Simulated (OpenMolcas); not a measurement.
**triplet CH3AlF2O at 6 levels**

We compute a comparison of 6 runs (UHF/STO-3G, U-r2SCAN/6-31G*, UBHLYP/6-31G*, UBLYP/6-31G*, UM06-2X/6-31G*, UTPSS/6-31G*) of triplet CH3AlF2O. 

Program for the calculation: OpenMolcas 26.06.

1 further run of the same task is left out (set aside as unsound or not needed).

## (1) The structure to begin with

CH3AlF2O: 8 atoms, total charge 0, spin state triplet. As SMILES of the parent species, `C[O][Al]([F])[F]`. Geometry: relaxed at PBE0-D4/def2-TZVP. That shape belongs to the parent species and isn't relaxed for this state.

Bond lengths: C1–O2 1.401 Å, O2–Al3 1.661 Å, Al3–F4 1.634 Å, Al3–F5 1.639 Å, C1–H6 1.095 Å, C1–H7 1.094 Å, C1–H8 1.094 Å. Angles: C1–O2–Al3 136.9°, O2–Al3–F4 119.6°, O2–Al3–F5 122.1°, F4–Al3–F5 118.3°, O2–C1–H6 112.5°, O2–C1–H7 109.7°, O2–C1–H8 109.7°, H6–C1–H7 108.4°, H6–C1–H8 108.4°, H7–C1–H8 108.1°.

## (2) The energy at UHF/STO-3G (run 1)

Contents of struct.xyz:

```xyz
8

C     -0.239000     0.900700     0.881500
O     -0.459800    -0.316300     0.222600
Al     0.227600    -1.156300    -1.035300
F     -0.392600    -2.602700    -1.474500
F      1.520300    -0.581200    -1.861800
H      0.609600     1.454200     0.465200
H     -0.042800     0.715700     1.941600
H     -1.131100     1.528900     0.804800
```

Contents of calc.input:

```
&GATEWAY
 BasLib=$CurrDir
 Coord=struct.xyz
 Basis=STO-3G
 Group=NoSym

&SEWARD

&SCF
 UHF
 Spin=3
 Thresholds=1e-10 1e-07 1e-07 1e-05
 PrOrbitals=1 1
```

The basis set STO-3G is read from a file made from the Basis Set Exchange's data (not shown).

Started as:

```sh
$ export MOLCAS_MEM=1860
$ pymolcas calc.input > calc.log
```

What it wrote:

```text
--- Start Module: gateway ---
[...]
--- Stop Module: gateway /rc=_RC_ALL_IS_WELL_ ---
--- Start Module: seward ---
[...]
      Basis functions           32
--- Stop Module: seward /rc=_RC_ALL_IS_WELL_ ---
--- Start Module: scf ---
[...]
       Convergence after  40 Iterations
[...]
::    Total SCF energy                               -547.9176856668
[...]
      Total spin, S                                     1.0036891716
[...]
      Total electronic charge=   48.000000
      Total            charge=   -0.000000
[...]
      Dipole Moment (debye):
      Origin of the operator (angstrom)=    0.1747   -0.8564   -0.7703
                   X= -1.2916E+00               Y=  3.1947E+00               Z=  3.5303E+00           Total=  4.9333E+00
      Quadrupole Moment (debye*angstrom):
[...]
--- Stop Module: scf /rc=_RC_ALL_IS_WELL_ ---
[...]
```

Run time: 1.6 s. Hardware: 1 thread of Intel Xeon 6975P-C (Granite Rapids), shared host; peak memory 0.37 GiB.

## (3) A single-point energy at U-r2SCAN/6-31G(d) (spherical functions) (run 2)

Contents of mol.xyz:

```xyz
8

C     -0.239000     0.900700     0.881500
O     -0.459800    -0.316300     0.222600
Al     0.227600    -1.156300    -1.035300
F     -0.392600    -2.602700    -1.474500
F      1.520300    -0.581200    -1.861800
H      0.609600     1.454200     0.465200
H     -0.042800     0.715700     1.941600
H     -1.131100     1.528900     0.804800
```

Contents of run.inp:

```
* CH3AlF2O Kohn-Sham DFT
>>> EXPORT MOLCAS_PRINT=2
&GATEWAY
BasLib=$CurrDir
Coord=mol.xyz
Basis=6-31Gs
Group=NoSym
&SEWARD
GridInput
Grid=UltraFine
End of Grid
&SCF
UHF
Spin=3
KSDFT=2
1.0 MGGA_X_R2SCAN
1.0 MGGA_C_R2SCAN
Thresholds=1e-10 1e-07 1e-07 1e-05
PrOrbitals=1 1
```

The basis set 6-31G* is read from a file made from the Basis Set Exchange's data (not shown).

Started as:

```sh
$ export MOLCAS_MEM=1860
$ pymolcas run.inp > run.log
```

What it wrote:

```text
--- Start Module: gateway ---
[...]
--- Stop Module: gateway /rc=_RC_ALL_IS_WELL_ ---
--- Start Module: seward ---
[...]
      Basis functions           80
--- Stop Module: seward /rc=_RC_ALL_IS_WELL_ ---
[...]
--- Start Module: scf ---
[...]
       Convergence after  41 Iterations
[...]
::    Total KS-DFT energy                            -557.0068138776
[...]
      Total spin, S                                     1.0014882574
[...]
      Total electronic charge=   48.000000
      Total            charge=   -0.000000
[...]
      Dipole Moment (debye):
      Origin of the operator (angstrom)=    0.1747   -0.8564   -0.7703
                   X= -1.3909E+00               Y=  4.6957E+00               Z=  4.6995E+00           Total=  6.7874E+00
      Quadrupole Moment (debye*angstrom):
[...]
--- Stop Module: scf /rc=_RC_ALL_IS_WELL_ ---
[...]
```

Wall time 76 s (1 thread of Intel Xeon 6975P-C (Granite Rapids), shared host); peak memory 0.45 GiB.

Runs 3 to 5 aren't shown in full; the table further down has their settings and results.

## (4) A single-point energy at UTPSS/6-31G(d) (spherical functions) (run 6)

Contents of calc.inp:

```
* CH3AlF2O Kohn-Sham DFT

&GATEWAY
  BasLib = $CurrDir
  Coord
  8
  bohr
  C     -0.45164454     1.70207632     1.66579358
  O     -0.86889607    -0.59772037     0.42065304
  Al     0.43010167    -2.18509032    -1.95643346
  F     -0.74190648    -4.91839018    -2.78640117
  F      2.87295063    -1.09830882    -3.51829210
  H      1.15197705     2.74803973     0.87910059
  H     -0.08088028     1.35247699     3.66909224
  H     -2.13746922     2.88920227     1.52085159
  Basis = 6-31Gs
  Group = NoSym

&SEWARD
  GridInput
  Grid=UltraFine
  End of Grid

&SCF
  UHF
  Spin = 3
  KSDFT = 2
  1.0 MGGA_X_TPSS
  1.0 MGGA_C_TPSS
  Thresholds = 1e-10 1e-07 1e-07 1e-05
  PrOrbitals = 1
```

The basis set 6-31G* is read from a file made from the Basis Set Exchange's data (not shown).

Started as:

```sh
$ export MOLCAS_MEM=1860
$ pymolcas calc.inp > calc.log
```

What it wrote:

```text
--- Start Module: gateway ---
[...]
--- Stop Module: gateway /rc=_RC_ALL_IS_WELL_ ---
--- Start Module: seward ---
[...]
      Basis functions           80
--- Stop Module: seward /rc=_RC_ALL_IS_WELL_ ---
[...]
--- Start Module: scf ---
[...]
       Convergence after  51 Iterations
[...]
::    Total KS-DFT energy                            -557.2247421041
[...]
      Total spin, S                                     1.0008353698
[...]
      Total electronic charge=   48.000000
      Total            charge=   -0.000000
[...]
      Dipole Moment (debye):
      Origin of the operator (angstrom)=    0.1747   -0.8564   -0.7703
                   X= -1.2737E+00               Y=  4.4105E+00               Z=  4.3716E+00           Total=  6.3392E+00
      Quadrupole Moment (debye*angstrom):
[...]
--- Stop Module: scf /rc=_RC_ALL_IS_WELL_ ---
[...]
```

Run time: 98 s. Hardware: 1 thread of Intel Xeon 6975P-C (Granite Rapids), shared host; peak memory 0.45 GiB.

## (5) All runs side by side

```csv
run,level,integration grid,energy (Eh),dipole moment (D),⟨S²⟩,wall time
1,UHF/STO-3G,–,-547.917686,4.93,2.011,1.6 s
2,U-r2SCAN/6-31G* (spherical functions),UltraFine,-557.006814,6.79,2.004,76 s
3,UBHLYP/6-31G* (spherical functions),UltraFine,-557.046026,7.54,2.006,41 s
4,UBLYP/6-31G* (spherical functions),UltraFine,-557.136118,5.83,2.002,65 s
5,UM06-2X/6-31G* (spherical functions),UltraFine,-557.031037,7.34,2.005,63 s
6,UTPSS/6-31G* (spherical functions),UltraFine,-557.224742,6.34,2.003,98 s
```

## (6) Outcome

| quantity | value |
| --- | --- |
| run 6: total energy | -557.22474 Eh |
| run 6: dipole moment | 6.34 D |
| run 6: HOMO energy (highest over α and β) | -2.12 eV |
| run 6: ⟨S²⟩ | 2.003 |

**Reading.** The dipole moment (its size) runs from 4.93 D (UHF/STO-3G) to 7.54 D (UBHLYP/6-31G*). The two ends differ in method and basis. Totals of different functionals can't be ranked against each other. In run 1 the basis is minimal, so the values are rough. All runs together took 5.7 min, the longest 98 s.
